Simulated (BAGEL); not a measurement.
# CH4GaS (SMILES [CH3][Ga][SH]): ROHF/6-31G(d) (density fitting with qzvpp-jkfit, spherical functions)

What is the energy change on altering one bond length of CH4GaS at ROHF/6-31G* (density fitting with qzvpp-jkfit, spherical functions)? 

Program for the calculation: BAGEL 1.2.2.

3 further runs of the same task are left out: 2 that didn't finish, 1 set aside as unsound or not needed.

## (1) The molecule

CH4GaS has 7 atoms, charge 0, and is taken as a doublet. SMILES: `[CH3][Ga][SH]`. The shape is that of a PBE0-D4/def2-TZVP optimisation. This is one conformer, not always the lowest.

Bond lengths: C1–Ga2 1.996 Å, Ga2–S3 2.239 Å, C1–H4 1.093 Å, C1–H5 1.093 Å, C1–H6 1.089 Å, S3–H7 1.346 Å. Angles: C1–Ga2–S3 117.6°, Ga2–C1–H4 108.2°, Ga2–C1–H5 108.2°, Ga2–C1–H6 112.0°, Ga2–S3–H7 93.8°, H4–C1–H5 109.0°, H4–C1–H6 109.6°, H5–C1–H6 109.6°.

## (2) A single-point energy at ROHF/6-31G(d) (density fitting with qzvpp-jkfit, spherical functions)

Contents of input.json:

```json
{ "bagel": [

{
  "title": "molecule",
  "basis": "6-31gs.json",
  "df_basis": "qzvpp-jkfit",
  "angstrom": true,
  "geometry": [
    { "atom": "C", "xyz": [   -0.760700,    0.655100,   -0.343900 ] },
    { "atom": "Ga", "xyz": [    0.076900,   -0.018700,    1.337900 ] },
    { "atom": "S", "xyz": [    1.747300,   -1.497800,    1.144600 ] },
    { "atom": "H", "xyz": [   -1.160100,   -0.200800,   -0.893900 ] },
    { "atom": "H", "xyz": [    0.016300,    1.134100,   -0.945000 ] },
    { "atom": "H", "xyz": [   -1.560200,    1.367200,   -0.145000 ] },
    { "atom": "H", "xyz": [    1.701900,   -1.507300,   -0.200600 ] }
  ]
},
{ "title": "rohf", "nopen": 1 },
{ "title": "print", "file": "orbitals.molden", "orbitals": true }

]}
```

The basis set 6-31G* is read from a file made from the Basis Set Exchange's data (not shown).

Launch:

```
$ BAGEL_NUM_THREADS=1 BAGEL input.json > input.out
```

The program printed:

```text
* using 1 threads per process

  ===============================================================
  ===============================================================

  *** Geometry ***

  { "atom" : "C", "xyz" : [     -1.437515,      1.237960,     -0.649877 ] },
  { "atom" : "Ga", "xyz" : [      0.145320,     -0.035338,      2.528265 ] },
  { "atom" : "S", "xyz" : [      3.301918,     -2.830432,      2.162981 ] },
  { "atom" : "H", "xyz" : [     -2.192271,     -0.379457,     -1.689226 ] },
  { "atom" : "H", "xyz" : [      0.030803,      2.143138,     -1.785791 ] },
  { "atom" : "H", "xyz" : [     -2.948351,      2.583634,     -0.274010 ] },
  { "atom" : "H", "xyz" : [      3.216125,     -2.848384,     -0.379079 ] },

  Number of auxiliary basis functions:      541

  Since a DF basis is specified, we compute 2- and 3-index integrals:
    o Being stored without compression. Storage requirement is 0.022 GB

  Number of basis functions:       72
  Number of electrons      :       57

    * METHOD: MOLECULE                             0.30

  *** Open-shell HF ***

  === Nuclear Repulsion ===
   229.4077600551

      * DIIS with orbital gradients will be used.

  === ROHF iteration (6-31gs.json) ===
      0      -2360.57227075          0.02519811           0.15
      1      -2360.65766996          0.01273251           0.15
      2      -2360.67465898          0.00764943           0.14
      3      -2360.68056115          0.00142177           0.15
      4      -2360.68162340          0.00070124           0.14
      5      -2360.68195018          0.00021206           0.15
      6      -2360.68202473          0.00006069           0.14
      7      -2360.68204837          0.00002614           0.15
      8      -2360.68205190          0.00000772           0.14
      9      -2360.68205325          0.00000273           0.14
     10      -2360.68205343          0.00000107           0.19
     11      -2360.68205355          0.00000047           0.14
     12      -2360.68205356          0.00000015           0.13
     13      -2360.68205358          0.00000006           0.14
     14      -2360.68205358          0.00000003           0.14
     15      -2360.68205358          0.00000001           0.13
    * SCF iteration converged.

    * S^2 (ROHF) is 0.7500

    * Permanent dipole moment:
           (    0.632004,    -0.540456,     0.444542) a.u.

    * METHOD: ROHF                                 2.56

    * METHOD: PRINT                                0.02

  ===============================================================
```

Wall time 3.3 s (1 thread of AMD EPYC 7B13 (Zen 3), shared host); peak memory 0.13 GiB.

## (3) The distorted shape at the same level

Contents of input.json:

```json
{ "bagel" : [

{
  "title" : "molecule",
  "basis" : "6-31gs.json",
  "df_basis" : "qzvpp-jkfit",
  "angstrom" : true,
  "geometry" : [
    { "atom" : "C", "xyz" : [   -1.011246,    0.876952,   -0.314907 ] },
    { "atom" : "Ga", "xyz" : [   -0.173646,    0.203152,    1.366893 ] },
    { "atom" : "S", "xyz" : [    1.747300,   -1.497800,    1.144600 ] },
    { "atom" : "H", "xyz" : [   -1.410646,    0.021052,   -0.864907 ] },
    { "atom" : "H", "xyz" : [   -0.234246,    1.355952,   -0.916007 ] },
    { "atom" : "H", "xyz" : [   -1.810746,    1.589052,   -0.116007 ] },
    { "atom" : "H", "xyz" : [    1.701900,   -1.507300,   -0.200600 ] }
  ]
},
{ "title" : "rohf", "charge" : 0, "nopen" : 1 },
{ "title" : "print", "file" : "orbitals.molden", "orbitals" : true }

]}
```

The basis set 6-31G* is read from a file made from the Basis Set Exchange's data (not shown).

Launch:

```
$ BAGEL_NUM_THREADS=1 BAGEL input.json > input.out
```

The program printed:

```text
* using 1 threads per process

  ===============================================================
  ===============================================================

  *** Geometry ***

  { "atom" : "C", "xyz" : [     -1.910978,      1.657199,     -0.595088 ] },
  { "atom" : "Ga", "xyz" : [     -0.328143,      0.383902,      2.583053 ] },
  { "atom" : "S", "xyz" : [      3.301918,     -2.830432,      2.162981 ] },
  { "atom" : "H", "xyz" : [     -2.665735,      0.039783,     -1.634437 ] },
  { "atom" : "H", "xyz" : [     -0.442661,      2.562378,     -1.731002 ] },
  { "atom" : "H", "xyz" : [     -3.421814,      3.002873,     -0.219221 ] },
  { "atom" : "H", "xyz" : [      3.216125,     -2.848384,     -0.379079 ] },

  Number of auxiliary basis functions:      541

  Since a DF basis is specified, we compute 2- and 3-index integrals:
    o Being stored without compression. Storage requirement is 0.022 GB

  Number of basis functions:       72
  Number of electrons      :       57

    * METHOD: MOLECULE                             0.30

  *** Open-shell HF ***

  === Nuclear Repulsion ===
   211.9226231937

      * DIIS with orbital gradients will be used.

  === ROHF iteration (6-31gs.json) ===
      0      -2360.55176074          0.02501810           0.15
      1      -2360.64045727          0.01245318           0.14
      2      -2360.65846298          0.00761410           0.14
      3      -2360.66483600          0.00150187           0.15
      4      -2360.66632892          0.00083153           0.14
      5      -2360.66694190          0.00030817           0.14
      6      -2360.66709439          0.00006828           0.14
      7      -2360.66715032          0.00003139           0.14
      8      -2360.66715697          0.00001034           0.14
      9      -2360.66715822          0.00000405           0.14
     10      -2360.66715817          0.00000168           0.18
     11      -2360.66715834          0.00000080           0.15
     12      -2360.66715830          0.00000022           0.14
     13      -2360.66715832          0.00000010           0.14
     14      -2360.66715833          0.00000004           0.14
     15      -2360.66715833          0.00000001           0.14
     16      -2360.66715834          0.00000001           0.14
    * SCF iteration converged.

    * S^2 (ROHF) is 0.7500

    * Permanent dipole moment:
           (    1.171766,    -1.017021,     0.416262) a.u.

    * METHOD: ROHF                                 2.69

    * METHOD: PRINT                                0.02

  ===============================================================
```

Wall time 3.3 s (1 thread of AMD EPYC 7B13 (Zen 3), shared host); peak memory 0.13 GiB.

## (4) What came out

At ROHF/6-31G* (density fitting with qzvpp-jkfit, spherical functions):

| quantity | value |
| --- | --- |
| first shape: total energy | -2360.68205 Eh |
| first shape: dipole moment | 2.40 D |
| first shape: ⟨S²⟩ | 0.750 |
| distorted shape: total energy | -2360.66716 Eh |
| distorted shape: dipole moment | 4.08 D |
| distorted shape: ⟨S²⟩ | 0.750 |
| energy change with the Ga2–S3 bond stretched from 2.239 to 2.575 Å | 0.405 eV |

What this shows: With the Ga2–S3 bond stretched from 2.239 to 2.575 Å the energy rises by 0.41 eV (9.3 kcal/mol). The first shape isn't relaxed at this level, so the change isn't measured from a minimum.
